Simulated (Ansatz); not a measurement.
# CH₃GeNO: one species, many methods

How much do the methods differ for CH₃GeNO? The plan is to run it at one geometry with functionals of several rungs and with coupled cluster. The yardstick is the atomisation energy at the CCSD(T) limit.

Method: functionals in def2-TZVPP, the program's frozen cores in correlated methods; program: Ansatz 0.2.0, Gaussian basis.

The runs, in order: LDA (SPW92), PBE-D4, revPBE-D4, BLYP-D4, r2SCAN-D4, B97M-V, PBE0-D4, B3LYP-D4, r2SCANh-D4, r2SCAN0-D4, HSE06-D4, BHLYP-D4, CAM-B3LYP-D4, LC-ωPBE, ωB97X-V, ωB97M-V, B2PLYP, PBE-QIDH; CCSD(T)/def2-SVP; CCSD(T)/def2-TZVPP; MP2/def2-QZVPP; extrapolation to the limit; RPA on PBE.

## (1) The geometry

An earlier PBE0-D4 in a triple-zeta def2 set relaxation fixed the geometry.

7 atoms, charge 0, spin multiplicity 1.

Atoms are counted from 1 here; the program's logs count them from 0.

Bond lengths: O1–C2 1.324 Å, O1–H5 0.972 Å, C2–N3 1.264 Å, C2–Ge4 1.861 Å, N3–Ge4 1.938 Å, Ge4–H6 1.525 Å, Ge4–H7 1.525 Å. Angles: C2–O1–H5 107.4°, O1–C2–N3 132.9°, O1–C2–Ge4 153.2°, N3–C2–Ge4 73.9°, C2–N3–Ge4 67.3°, C2–Ge4–N3 38.8°, C2–Ge4–H6 121.0°, C2–Ge4–H7 121.0°, N3–Ge4–H6 115.9°, N3–Ge4–H7 115.9°, H6–Ge4–H7 117.6°.

## (2) LDA

This LDA is Slater exchange with PW92 correlation.

in.yaml

```yaml
crystal:
  periodic: [false, false, false]
  atoms:
    - {symbol: O, position_ang: [1.666092, -0.728515, 0.701431]}
    - {symbol: C, position_ang: [0.476644, -0.373590, 0.240265]}
    - {symbol: N, position_ang: [-0.611923, -0.999424, 0.095272]}
    - {symbol: Ge, position_ang: [-0.729143, 0.847960, -0.478417]}
    - {symbol: H, position_ang: [1.610399, -1.664501, 0.957432]}
    - {symbol: H, position_ang: [-1.537357, 1.775677, 0.422338]}
    - {symbol: H, position_ang: [-0.813511, 1.074394, -1.984019]}
basis:
  gaussian: {orbitals: def2-TZVPP}
hamiltonian: {xc: lda}
output: {orbitals: {seedname: orbitals}}
```

Command:

```console
ansatz run in.yaml --threads 2 --pin off --events-out ev --progress --plain --max-ram 4352MiB
```

Further steps of the session: PBE-D4 (GGA); revPBE-D4 (GGA); BLYP-D4 (GGA); r2SCAN-D4 (meta-GGA); B97M-V (meta-GGA); PBE0-D4 (hybrid); B3LYP-D4 (hybrid); r2SCANh-D4 (hybrid); r2SCAN0-D4 (hybrid); HSE06-D4 (hybrid); BHLYP-D4 (hybrid); CAM-B3LYP-D4 (range-separated); LC-ωPBE (range-separated); ωB97X-V (range-separated); ωB97M-V (range-separated); B2PLYP (double hybrid); PBE-QIDH (double hybrid); CCSD(T) in def2-SVP; CCSD(T) in def2-TZVPP; MP2 in def2-QZVPP; RPA on PBE orbitals.

**Question.** What will the summary of the whole plan be? Wanted: atomisation energy, CCSD(T)/CBS; farthest beyond LDA; mean size of error, GGA; mean size of error, meta-GGA; mean size of error, hybrid; mean size of error, range-separated; mean size of error, double hybrid; gap, smallest and largest; T1 diagnostic.

The runs gave:

```
                               quantity                                                                                               value
        atomisation energy, CCSD(T)/CBS                                                                                           25.028 eV
    functionals within 0.250 eV (1.0 %)  revPBE-D4, r2SCAN-D4, B97M-V, PBE0-D4, B3LYP-D4, HSE06-D4, CAM-B3LYP-D4, LC-ωPBE, ωB97X-V, ωB97M-V
                    farthest beyond LDA                                                                                BHLYP-D4 (-1.600 eV)
                mean size of error, GGA                                                                                            0.503 eV
           mean size of error, meta-GGA                                                                                            0.116 eV
             mean size of error, hybrid                                                                                            0.481 eV
    mean size of error, range-separated                                                                                            0.088 eV
      mean size of error, double hybrid                                                                                            0.344 eV
              gap, smallest and largest                                                               4.03 eV (BLYP-D4), 10.69 eV (LC-ωPBE)
                          T1 diagnostic                                                                                              0.0148
triples share of the correlation energy                                                                                               4.5 %
```

LDA overbinds by 5.087 eV (20 %). PBE-D4 misses by +1.088 eV. Double hybrids carry the basis error of their MP2 part in triple zeta, and no dispersion term here, so their miss is partly the set-up's. The rungs range-separated, meta-GGA miss on average by less than the doubt on the reference (0.250 eV), so they tie. The reference freezes the cores and leaves out relativity and excitations past (T), and its outer-core shells are covered unevenly, so misses under about 0.250 eV can't be ranked. Hartree-Fock recovers 60 % of the binding; the rest is correlation. CCSD(T) in def2-SVP is off by -1.961 eV, so the small basis spoils what the method gains. The gap grows from 4.0 to 10.7 eV across the functionals, mostly with the share of exact exchange. Correlated methods include outer-core shells of Ge, which these sets cover unevenly.
